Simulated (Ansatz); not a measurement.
# ZrNbB2: the cost of one run

All numbers below are computed with Ansatz 0.2.0 (DFT PBE+D3(BJ), plane waves, PAW, scalar-relativistic, no spin polarisation).

**1. The structure to begin with**

The cell holds 32 atoms (B16Nb8Zr8): a = 6.592 Å, b = 10.119 Å, c = 10.119 Å, α = 40.92°, β = 90.00°, γ = 90.00°.

Its coordinates follow in the input file.

**2. Run 1**

300 steps of 0.75 fs under a Langevin thermostat at 3500 K.

Contents of input.yaml:

```yaml
accuracy: low
crystal:
  lattice:
    - [6.592087, 0.0, 0.0]
    - [0.0, 3.537471, 9.48037]
    - [0.0, -3.537471, 9.48037]
  atoms:
    - { symbol: Zr, position: [0.0, 0.0741855, 0.0741855] }
    - { symbol: Nb, position: [0.25, 0.430887, 0.430887] }
    - { symbol: B, position: [0.25, 0.273987, 0.273987] }
    - { symbol: B, position: [0.0, 0.22094, 0.22094] }
    - { symbol: Zr, position: [0.0, 0.0741855, 0.5741855] }
    - { symbol: Nb, position: [0.25, 0.430887, 0.930887] }
    - { symbol: B, position: [0.25, 0.273987, 0.773987] }
    - { symbol: B, position: [0.0, 0.22094, 0.72094] }
    - { symbol: Zr, position: [0.0, 0.5741855, 0.0741855] }
    - { symbol: Nb, position: [0.25, 0.930887, 0.430887] }
    - { symbol: B, position: [0.25, 0.773987, 0.273987] }
    - { symbol: B, position: [0.0, 0.72094, 0.22094] }
    - { symbol: Zr, position: [0.0, 0.5741855, 0.5741855] }
    - { symbol: Nb, position: [0.25, 0.930887, 0.930887] }
    - { symbol: B, position: [0.25, 0.773987, 0.773987] }
    - { symbol: B, position: [0.0, 0.72094, 0.72094] }
    - { symbol: Zr, position: [0.5, 0.0741855, 0.0741855] }
    - { symbol: Nb, position: [0.75, 0.430887, 0.430887] }
    - { symbol: B, position: [0.75, 0.273987, 0.273987] }
    - { symbol: B, position: [0.5, 0.22094, 0.22094] }
    - { symbol: Zr, position: [0.5, 0.0741855, 0.5741855] }
    - { symbol: Nb, position: [0.75, 0.430887, 0.930887] }
    - { symbol: B, position: [0.75, 0.273987, 0.773987] }
    - { symbol: B, position: [0.5, 0.22094, 0.72094] }
    - { symbol: Zr, position: [0.5, 0.5741855, 0.0741855] }
    - { symbol: Nb, position: [0.75, 0.930887, 0.430887] }
    - { symbol: B, position: [0.75, 0.773987, 0.273987] }
    - { symbol: B, position: [0.5, 0.72094, 0.22094] }
    - { symbol: Zr, position: [0.5, 0.5741855, 0.5741855] }
    - { symbol: Nb, position: [0.75, 0.930887, 0.930887] }
    - { symbol: B, position: [0.75, 0.773987, 0.773987] }
    - { symbol: B, position: [0.5, 0.72094, 0.72094] }
basis:
  ecutwfc: 420.0
kpoints:
  mp_grid: { grid: [2, 2, 2] }
hamiltonian:
  xc: pbe
  dispersion: d3bj
scf:
  occupations: { method: fermi_dirac, width: 0.3 }
  lower_state_search: "off"
md:
  timestep: 0.75
  n_steps: 300
  ensemble: nvt_langevin
  temperature: 3500.0
  initial_velocities: maxwell_boltzmann
  seed: 83259
  friction: 0.02
```

Launch:

```
$ ansatz run input.yaml --threads 4 --pin off --max-ram 10240MiB --backend cpu --events-out ev --progress --plain --runs-dir out
```

What time and memory should one allow on 4 threads of AMD EPYC 9R45 (Zen 5), shared host?

About 11 min, with a peak of 2.4 GiB.
